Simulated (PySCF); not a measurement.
# A diatomic session: TlBr

Aim: find the lowest electronic state of TlBr, scan its bond at several levels of theory, and get bond length, wavenumber and dissociation energy from each curve.

Method: Tl x2c-TZVPPall, Br x2c-TZVPPall, spin-free X2C with a Gaussian nucleus; program: PySCF 2.14.0.

## 1. Set-up

A driver script around PySCF takes these settings:

```
atoms                         : Tl, Br
charge                        : 0
basis                         : Tl x2c-TZVPPall, Br x2c-TZVPPall
Hamiltonian                   : spin-free X2C with a Gaussian nucleus
basis functions               : 131
electrons treated             : 116
masses in u                   : 204.9744, 78.9183
levels                        : PBE0, PBE, r²SCAN, B2PLYP, TPSSh, PW91, B3LYP, ωB97X-V, HF, MP2, SCS-MP2, CCSD, CCSD(T)
grid                          : 80 radial by 434 angular points
occupations                   : held fixed by the projection of orbital angular momentum
dissociation limit            : Tl + Br, each in its ground configuration
starting distance in angstrom : 2.545
values of 2S to try           : 0, 2
```

Command:

```bash
OMP_NUM_THREADS=2 python dia.py task.json out
```

After this run come: PBE0 along the bond; Excited determinants; PBE (GGA); r²SCAN (meta-GGA); B2PLYP (double hybrid); TPSSh; PW91 (GGA); B3LYP; ωB97X-V; RHF (mean field); Adding correlation.

What does the calculation give? Wanted: for each run, Re; ωe; De; μ.

**Answer**, as computed:

Lowest PBE0 solution found, without spin–orbit coupling: singlet, closed shell. State 2 has its PBE0 minimum 3.84 eV higher. The other levels ran on the lowest alone.

```csv
level,Re (Å),ωe (cm⁻¹),De (eV),μ (D)
RHF,2.682,181.2,2.91,-5.18
RHF-MP2,2.631,195.1,4.11,n/a
RHF-SCS-MP2,2.653,189.9,3.97,n/a
RHF-CCSD,2.651,190.3,3.81,n/a
RHF-CCSD(T),2.648,191.5,3.93,n/a
PBE,2.653,187.0,4.20,-4.27
PW91,2.650,187.8,4.23,-4.25
r²SCAN,2.628,194.2,4.20,-4.33
TPSSh,2.647,188.8,4.15,-4.50
B3LYP,2.668,184.5,3.98,-4.61
PBE0,2.636,191.8,4.07,-4.47
ωB97X-V,2.627,194.5,4.09,-4.63
B2PLYP,2.653,189.0,4.01,-4.78
```

De is counted to Tl + Br in their ground configurations. A positive dipole means Tl(−)Br(+).

Differences from CCSD(T) in the same basis:

```csv
level,Re (mÅ),ωe (%)
RHF,+34,-5.4
RHF-MP2,-17,+1.9
RHF-SCS-MP2,+5,-0.9
RHF-CCSD,+3,-0.7
PBE,+4,-2.4
PW91,+2,-2.0
r²SCAN,-20,+1.4
TPSSh,-1,-1.4
B3LYP,+19,-3.7
PBE0,-12,+0.1
ωB97X-V,-21,+1.6
B2PLYP,+5,-1.3
```

**Reading.** Judged by CCSD(T) in the same basis: best bond length TPSSh (-1 mÅ), worst RHF (+34 mÅ); best wavenumber PBE0 (+0.1 %), worst RHF (-5.4 %). Among the levels with a De in the table, it runs from 2.91 eV (RHF) to 4.23 eV (PW91).

Correlated steps freeze 43 core orbitals. These are scalar-relativistic numbers at best; spin–orbit coupling would shift them, the dissociation energy most. B2PLYP dipoles, levels and charges come from its SCF part alone.
